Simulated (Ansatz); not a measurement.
**C2H7InSe: up Jacob's ladder to CCSD(T)**

An exercise on one series of results from a longer session: the logs are not shown, and one member is left open.

The runs use Ansatz 0.2.0, Gaussian basis; functionals in def2-TZVPP, the program's frozen cores in correlated methods.

Levels to be run: LDA (SPW92), PBE-D4, revPBE-D4, BLYP-D4, r2SCAN-D4, B97M-V, PBE0-D4, B3LYP-D4, r2SCANh-D4, r2SCAN0-D4, HSE06-D4, BHLYP-D4, CAM-B3LYP-D4, LC-ωPBE, ωB97X-V, ωB97M-V, B2PLYP, PBE-QIDH; CCSD(T)/def2-SVP; CCSD(T)/def2-TZVPP; MP2/def2-QZVPP; extrapolation to the limit; RPA on PBE.

## The relaxed structure

An earlier PBE0-D4 in a triple-zeta def2 set relaxation fixed the geometry. In takes the def2 core potential; no spin-orbit term is included.

SMILES `[CH3][In]([CH3])[SeH]`, 11 atoms, charge 0, spin multiplicity 1.

Atoms are counted from 1 here; the program's logs count them from 0.

Bond lengths: C1–In2 2.148 Å, C1–H5 1.089 Å, C1–H6 1.092 Å, C1–H7 1.091 Å, In2–C3 2.148 Å, In2–Se4 2.530 Å, C3–H8 1.090 Å, C3–H9 1.091 Å, C3–H10 1.092 Å, Se4–H11 1.469 Å. Angles: In2–C1–H5 110.5°, In2–C1–H6 109.9°, In2–C1–H7 110.0°, H5–C1–H6 109.1°, H5–C1–H7 109.2°, H6–C1–H7 108.1°, C1–In2–C3 130.7°, C1–In2–Se4 113.9°, C3–In2–Se4 115.4°, In2–C3–H8 111.4°, In2–C3–H9 109.8°, In2–C3–H10 109.1°, H8–C3–H9 109.4°, H8–C3–H10 108.8°, H9–C3–H10 108.3°, In2–Se4–H11 92.9°.

The first run:

Contents of in.yaml:

```yaml
crystal:
  periodic: [false, false, false]
  atoms:
    - {symbol: C, position_ang: [0.999973, 1.759064, -0.793460]}
    - {symbol: In, position_ang: [0.161422, -0.130735, -0.212668]}
    - {symbol: C, position_ang: [-1.281098, -0.616609, 1.303128]}
    - {symbol: Se, position_ang: [1.048116, -2.095272, -1.537446]}
    - {symbol: H, position_ang: [1.696013, 1.629654, -1.621413]}
    - {symbol: H, position_ang: [1.528201, 2.206329, 0.050604]}
    - {symbol: H, position_ang: [0.205021, 2.442396, -1.097433]}
    - {symbol: H, position_ang: [-1.840855, 0.265054, 1.615903]}
    - {symbol: H, position_ang: [-1.972634, -1.370572, 0.925590]}
    - {symbol: H, position_ang: [-0.762461, -1.029994, 2.170539]}
    - {symbol: H, position_ang: [0.218302, -3.059324, -0.803335]}
basis:
  gaussian: {orbitals: def2-TZVPP}
hamiltonian: {xc: lda}
output: {orbitals: {seedname: orbitals}}
```

The run is started by

```
$ ansatz run in.yaml --threads 4 --pin off --events-out ev --progress --plain --max-ram 10444MiB
```

Steps of the session up to this table: LDA; PBE-D4 (GGA); revPBE-D4 (GGA); BLYP-D4 (GGA); r2SCAN-D4 (meta-GGA); B97M-V (meta-GGA); B3LYP-D4 (hybrid); r2SCANh-D4 (hybrid); r2SCAN0-D4 (hybrid); HSE06-D4 (hybrid); BHLYP-D4 (hybrid); CAM-B3LYP-D4 (range-separated); LC-ωPBE (range-separated); ωB97X-V (range-separated); ωB97M-V (range-separated); B2PLYP (double hybrid); PBE-QIDH (double hybrid).

One of the session's tables, all rows but one given; the rest of the session is left out.

It belongs to the step «Orbital energies across the functionals». 

| functional | HOMO (eV) | gap (eV) |
| --- | --- | --- |
| LDA (SPW92) | -5.81 | 3.84 |
| PBE-D4 | -5.65 | 3.95 |
| revPBE-D4 | -5.59 | 4.01 |
| BLYP-D4 | -5.49 | 3.83 |
| r2SCAN-D4 | -5.91 | 4.44 |
| B97M-V | -5.95 | 4.26 |
| PBE0-D4 | -6.73 | 5.73 |
| B3LYP-D4 | -6.50 | 5.23 |
| r2SCANh-D4 | -6.31 | 5.09 |
| r2SCAN0-D4 | -6.91 | 6.04 |
| HSE06-D4 | -6.34 | 4.98 |
| BHLYP-D4 | ? | ? |
| CAM-B3LYP-D4 | -7.99 | 7.77 |
| LC-ωPBE | -9.33 | 10.19 |
| ωB97X-V | -9.00 | 9.71 |
| ωB97M-V | -8.87 | 9.28 |

**Question.** Estimate the row for BHLYP-D4.

Worked estimate for «HOMO (eV)». Against the share of exact exchange, BLYP-D4 (0, -5.49), B3LYP-D4 (0.2, -6.50) give a slope of -5.05 per unit share; at 0.5 the line stands at -8.01.

As computed: HOMO (eV): -7.67; gap (eV): 7.30. In «HOMO (eV)» the line misses by -0.34.
